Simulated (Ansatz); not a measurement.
# HfRu: the cost of one run

Computed with Ansatz 0.2.0 (DFT LDA, scalar-relativistic, plane waves, PAW, unless a step's input says otherwise).

## 1. The structure to begin with

The structure is cubic, space group Pm-3m (No. 221). The conventional cell has a = 3.225 Å, b = 3.225 Å, c = 3.225 Å, α = 90.00°, β = 90.00°, γ = 90.00°. Around Hf (site symmetry m-3m) lie 8 Ru at 2.79 Å. Ru (site symmetry m-3m) has 8 Hf at 2.79 Å as nearest neighbours.

Structure file:

```
Hf Ru
1.0
     3.22500    0.00000    0.00000
     0.00000    3.22500    0.00000
     0.00000    0.00000    3.22500
Hf Ru
1 1
Direct
  0.00000 0.00000 0.00000
  0.50000 0.50000 0.50000
```

Source of the structure: the Crystallography Open Database.

## 2. Quick check of gap, pressure and forces

File input.yaml:

```yaml
crystal:
  lattice:
    - [3.225, 0.0, 0.0]
    - [0.0, 3.225, 0.0]
    - [0.0, 0.0, 3.225]
  atoms:
    - { symbol: Hf, position: [0.0, 0.0, 0.0] }
    - { symbol: Ru, position: [0.5, 0.5, 0.5] }
basis:
  ecutwfc: 420
kpoints:
  mp_grid: { grid: [6, 6, 6] }
hamiltonian:
  xc: lda
scf:
  occupations: { method: gaussian, width: 0.1 }
output:
  forces: true
  stress: true
  eigenvalues: true
```

On the command line:

```bash
ansatz run input.yaml --threads 1 --pin off --max-ram 1228MiB --backend cpu --events-out ev --progress --plain --runs-dir out
```

What time and memory should one allow on 1 thread of an Arm CPU, shared host?

About 1.5 s, with a peak of 0.29 GiB.
